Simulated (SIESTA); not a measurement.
Crystal: LaCoPO.

```
CELL_PARAMETERS angstrom
3.99126 0.00000 0.00000
0.00000 3.99126 0.00000
0.00000 0.00000 8.26493
ATOMIC_POSITIONS crystal
La 0.50000 0.00000 0.15313
La 0.00000 0.50000 0.84687
Co 0.00000 0.00000 0.50000
Co 0.50000 0.50000 0.50000
P 0.00000 0.50000 0.38163
P 0.50000 0.00000 0.61837
O 0.50000 0.50000 0.00000
O 0.00000 0.00000 0.00000
```

The cell is a database's computed one.

| Quantity | Value |
| --- | --- |
| Program | SIESTA 5.4.2 |
| Task | single point |
| Functional | PBEsol |
| Potentials or basis | PseudoDojo 0.4 standard (PBEsol files) |
| Basis | DZP (energy shift 0.003 Ry; two zetas on semicore shells) |
| Grid cutoff | 800 Ry |
| Energy shift | 0.003 Ry |
| k mesh | 7 × 7 × 4 |
| Occupations | fermi-dirac, width 0.05 eV |
| Spin | collinear spin, ferromagnetic start |
| Starting moments | [0.0, 0.0, 2.0, 2.0, 0.0, 0.0, 0.0, 0.0] μB |

On this cell: pressure 0.8 GPa; largest force 0.720 eV/Å; net moment 1.10 μB per cell; site moments La -0.01; Co +0.56; P +0.00; O +0.00 μB; band gap on the k mesh none (metal or under the smearing width).

The same run follows on a disturbed copy (atoms moved at random, drawn with an rms of 0.05 Å):

```
CELL_PARAMETERS angstrom
3.99126 0.00000 0.00000
0.00000 3.99126 0.00000
0.00000 0.00000 8.26493
ATOMIC_POSITIONS crystal
La 0.51299 0.00102 0.15174
La 0.00649 0.51423 0.84577
Co 0.99646 0.00981 0.49773
Co 0.50800 0.51246 0.49583
P 0.99188 0.50317 0.38433
P 0.49628 0.99367 0.61781
O 0.49549 0.49456 0.99802
O 0.99446 0.00032 0.00102
```

Problem. What changes?

Solution. The energy (extrapolated to zero smearing) moves by +17.4 meV/atom; pressure 1.6 GPa; largest force 1.367 eV/Å; net moment 1.09 μB per cell; site moments La -0.01; Co +0.55, +0.54; P +0.01, +0.00; O +0.00 μB; band gap on the k mesh none (metal or under the smearing width).

Forces in eV/Å, atoms in the order of the input:
```
La  -0.710 -0.135  0.762
La  -0.366 -0.548 -0.706
Co   0.016 -0.276  0.197
Co  -0.715 -0.620  0.307
P    0.739  0.215 -1.130
P    0.039  0.717  0.684
O    0.380  0.356  0.058
O    0.619  0.294 -0.170
```

Stress tensor (GPa, compression positive):
```
 1.41 -0.16 -1.09
-0.16  0.61  0.91
-1.09  0.91  2.89
```

Caveats: short orbitals over semicore shells can move pressures by several GPa; the basis of atomic orbitals isn't converged, which shifts pressures, moduli and gaps; semilocal functionals often make such compounds metallic where correlation or magnetic order opens a gap, which also shifts bond lengths.
